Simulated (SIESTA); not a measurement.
Crystal: V2N3.

```
V N
1.0
     2.81802    0.00000    0.00000
    -1.40901    2.44048    0.00000
     0.00000    0.00000    6.25706
V N
2 3
Direct
  0.33333 0.66667 0.69837
  0.66667 0.33333 0.30163
  0.00000 0.00000 0.89306
  0.00000 0.00000 0.10694
  0.00000 0.00000 0.50000
```

The cell comes from a database or a generator and needn't be the stable form of this composition.

| Item | Value |
| --- | --- |
| Program | SIESTA 5.4.2 |
| Task | single point |
| Functional | PBEsol |
| Potentials or basis | PseudoDojo 0.4 standard (PBEsol files) |
| Basis | DZP (energy shift 0.003 Ry; two zetas on semicore shells) |
| Grid cutoff | 800 Ry |
| Energy shift | 0.003 Ry |
| k mesh | 11 × 11 × 5 |
| Occupations | fermi-dirac, width 0.05 eV |
| Spin | collinear spin, ferromagnetic start |
| Starting moments | [2.0, 2.0, 0.0, 0.0, 0.0] μB |

On this cell: pressure -6.2 GPa; largest force 0.787 eV/Å; net moment 0.00 μB per cell; band gap on the k mesh none (metal or under the smearing width).

The same run follows on a disturbed copy (atoms moved at random, drawn with an rms of 0.05 Å):

```
V N
1.0
     2.81802    0.00000    0.00000
    -1.40901    2.44048    0.00000
     0.00000    0.00000    6.25706
V N
2 3
Direct
  0.35118 0.66791 0.70078
  0.66183 0.33894 0.29836
  0.01277 0.98887 0.89985
  0.99508 0.99714 0.10586
  0.99939 0.01069 0.50123
```

Question: What changes?

Answer: The energy (extrapolated to zero smearing) moves by +26.4 meV/atom; pressure -3.7 GPa; largest force 3.307 eV/Å; net moment 0.00 μB per cell; band gap on the k mesh none (metal or under the smearing width).

Forces on the atoms (eV/Å):
```
V   -0.303 -0.054 -0.040
V    0.033 -0.099  0.967
N   -0.176  0.224 -3.295
N    0.079  0.124  2.500
N    0.367 -0.195 -0.134
```

Stress tensor (GPa, compression positive):
```
-8.29  0.70  0.00
 0.70 -8.05  0.05
 0.00  0.05  5.18
```

Caveats: the basis of atomic orbitals isn't converged, which shifts pressures, moduli and gaps.
